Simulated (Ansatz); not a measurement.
# F3GeHO (SMILES [OH][Ge]([F])([F])[F]): functionals against CCSD(T) at one geometry

The atoms stand at a structure displaced at random from a GFN2-xTB minimum. How far do the functionals agree with CCSD(T) there?

Computed with Ansatz 0.2.0, Gaussian basis. Level: single points in def2-TZVPP.

Correlated methods freeze the cores. Filled d shells of the heavier atoms are correlated.

**1. Where the work starts**

SMILES `[OH][Ge]([F])([F])[F]`, 6 atoms, charge 0, spin multiplicity 1.

Atoms are counted from 1 here; the program's logs count them from 0.

Bond lengths: O1–Ge2 1.635 Å, O1–H6 0.968 Å, Ge2–F3 1.629 Å, Ge2–F4 1.625 Å, Ge2–F5 1.627 Å. Angles: Ge2–O1–H6 119.9°, O1–Ge2–F3 108.7°, O1–Ge2–F4 112.1°, O1–Ge2–F5 109.3°, F3–Ge2–F4 109.5°, F3–Ge2–F5 109.6°, F4–Ge2–F5 107.6°.

As a file:

```mol
F3GeHO
  3D, bonds by distance, orders not assigned

  6  5  0  0  0  0  0  0  0  0999 V2000
   -0.7644    0.2725    0.9917 O   0  0
    0.3254   -0.1622   -0.1469 Ge  0  0
    1.6469   -0.7592    0.5961 F   0  0
   -0.2699   -1.2755   -1.1703 F   0  0
    0.7350    1.1448   -1.0246 F   0  0
   -1.6067    0.6694    0.7270 H   0  0
  1  2  8  0
  1  6  8  0
  2  3  8  0
  2  4  8  0
  2  5  8  0
M  END
```

**2. CCSD(T)/def2-TZVPP**

File run/in.yaml:

```yaml
crystal:
  periodic: [false, false, false]
  atoms:
    - {symbol: O, position_ang: [-0.764400, 0.272500, 0.991700]}
    - {symbol: Ge, position_ang: [0.325400, -0.162200, -0.146900]}
    - {symbol: F, position_ang: [1.646900, -0.759200, 0.596100]}
    - {symbol: F, position_ang: [-0.269900, -1.275500, -1.170300]}
    - {symbol: F, position_ang: [0.735000, 1.144800, -1.024600]}
    - {symbol: H, position_ang: [-1.606700, 0.669400, 0.727000]}
basis:
  gaussian: {orbitals: def2-TZVPP}
correlation: {method: ccsd_t}
```

The command line of these runs was not kept.

**3. PBE0-D4/def2-TZVPP**

Changes to run/in.yaml since step 2:

```diff
@@ -11,2 +11,3 @@
   gaussian: {orbitals: def2-TZVPP}
-correlation: {method: ccsd_t}
+hamiltonian: {xc: pbe0, dispersion: d4}
+output: {forces: true, orbitals: {seedname: orbitals}}
```

**4. wB97M-V/def2-TZVPP**

Changes to run/in.yaml since step 3:

```diff
@@ -11,3 +11,3 @@
   gaussian: {orbitals: def2-TZVPP}
-hamiltonian: {xc: pbe0, dispersion: d4}
-output: {forces: true, orbitals: {seedname: orbitals}}
+hamiltonian: {xc: {name: wB97M-V}}
+output: {forces: true}
```

**5. r2SCAN-D4/def2-TZVPP**

Changes to run/in.yaml since step 4:

```diff
@@ -11,3 +11,3 @@
   gaussian: {orbitals: def2-TZVPP}
-hamiltonian: {xc: {name: wB97M-V}}
+hamiltonian: {xc: r2scan, dispersion: d4}
 output: {forces: true}
```

**6. PBE-D4/def2-TZVPP**

Changes to run/in.yaml since step 5:

```diff
@@ -11,3 +11,3 @@
   gaussian: {orbitals: def2-TZVPP}
-hamiltonian: {xc: r2scan, dispersion: d4}
+hamiltonian: {xc: pbe, dispersion: d4}
 output: {forces: true}
```

**7. r2SCAN0-D4/def2-TZVPP**

Changes to run/in.yaml since step 6:

```diff
@@ -11,3 +11,3 @@
   gaussian: {orbitals: def2-TZVPP}
-hamiltonian: {xc: pbe, dispersion: d4}
+hamiltonian: {xc: {name: r2SCAN0}, dispersion: d4}
 output: {forces: true}
```

**8. HSE06-D4/def2-TZVPP**

Changes to run/in.yaml since step 7:

```diff
@@ -11,3 +11,3 @@
   gaussian: {orbitals: def2-TZVPP}
-hamiltonian: {xc: {name: r2SCAN0}, dispersion: d4}
+hamiltonian: {xc: hse06, dispersion: d4}
 output: {forces: true}
```

(Steps that only read results are left out.)

What does the calculation give? Wanted: energy less free atoms, CCSD(T)/def2-TZVPP; RMS force component; HOMO and LUMO, PBE0-D4; T1 diagnostic.

As calculated:

| quantity | value |
| --- | --- |
| energy less free atoms, CCSD(T)/def2-TZVPP | -2197.4 kJ/mol |
| RMS force component | 1.518 to 2.023 eV/Å over the methods |
| HOMO and LUMO, PBE0-D4 | -10.63 and -0.32 eV |
| T1 diagnostic | 0.011 |

**Reading.** Against CCSD(T) the functionals' energies less atoms differ by -62.8 to +31.4 kJ/mol, PBE-D4 by -62.8 kJ/mol. The reference is not at the basis limit: in triple zeta CCSD(T) underbinds, which counts against methods that bind more; the gaps are no ranking. No sound CCSD(T) forces are at hand. Among the functionals the RMS force differs by up to 33 %.
